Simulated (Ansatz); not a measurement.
**Ru (hcp type): how the settings move a relaxation**

Question: which choices in the input matter for Ru (hcp type)?

Method: reference: DFT, PBEsol, PAW with Ansatz's default frozen-core files, scalar-relativistic, in Ansatz 0.2.0.

### 1 The system as given

Symmetry: P6_3/mmc, No. 194, hexagonal system. The conventional cell has a = 2.668 Å, b = 2.668 Å, c = 4.322 Å, α = 90.00°, β = 90.00°, γ = 120.00°. Ru (site symmetry -6m2) has 12 Ru at 2.65 to 2.67 Å as nearest neighbours.

Structure file:

```cif
data_structure
_symmetry_space_group_name_H-M 'P 1'
_symmetry_Int_Tables_number 1
_cell_length_a 2.6679
_cell_length_b 2.6679
_cell_length_c 4.3220
_cell_angle_alpha 90.000
_cell_angle_beta 90.000
_cell_angle_gamma 120.000
_cell_volume 26.64
loop_
_atom_site_label
_atom_site_type_symbol
_atom_site_fract_x
_atom_site_fract_y
_atom_site_fract_z
_atom_site_occupancy
Ru1 Ru 0.33333 0.66667 0.25000 1
Ru2 Ru 0.66667 0.33333 0.75000 1
```

### 2 The reference run

File input.yaml:

```yaml
crystal:
  lattice:
    - [2.6679256712, 0.0, 0.0]
    - [-1.3339628356, 2.3104914067, 0.0]
    - [0.0, 0.0, 4.3220395874]
  atoms:
    - { symbol: Ru, position: [0.3333333333, 0.6666666667, 0.25] }
    - { symbol: Ru, position: [0.6666666667, 0.3333333333, 0.75] }
kpoints:
  mp_grid: { grid: [19, 19, 10] }
scf:
  occupations: { method: fermi_dirac, width: 0.05 }
hamiltonian:
  xc: pbesol
  pseudopotentials: { kind: paw }
output:
  forces: true
  stress: true
relax:
  f_tol: 0.005
  max_steps: 40
  cell: {}
```

Launch:

```
$ ansatz run input.yaml --threads 1 --pin off --max-ram 3584MiB --backend cpu --events-out ev --progress --plain --runs-dir out
```

### 3 Changed: preconditioner kerker_dos, xc_grid 4

input.yaml: that of step 2 with these lines changed.

```diff
@@ -12,2 +12,3 @@
   occupations: { method: fermi_dirac, width: 0.05 }
+  mixing: { preconditioner: kerker_dos }
 hamiltonian:
@@ -18,2 +19,6 @@
   stress: true
+  write_density: true
+  write_potential: true
+  elf: true
+  volumetric_format: npy
 relax:
@@ -22 +27,3 @@
   cell: {}
+basis:
+  xc_grid: 4
```

Before running it: what results should come out? Wanted: for each run, ending; energy change; pressure; gap; force.

**Answer**, as computed:

| run | ending | energy change | pressure (GPa) | gap (eV) | force (eV/Å) | cycles | time |
| --- | --- | --- | --- | --- | --- | --- | --- |
| reference | converged | 0 | 0.0 | 0.00 | 0.00 | 32 | 19 s |
| 1: preconditioner kerker_dos, xc_grid 4 | converged | 0.0 meV/atom | 0.0 | 0.00 | 0.00 | 23 | 20 s |

Times don't compare one to one where runs were asked for different outputs or read a saved state (see the inputs); cycles may leave out searches for a lower state.

What this shows: Changing the mixing and numerical grids leaves the energy as it was (0.0 meV/atom).
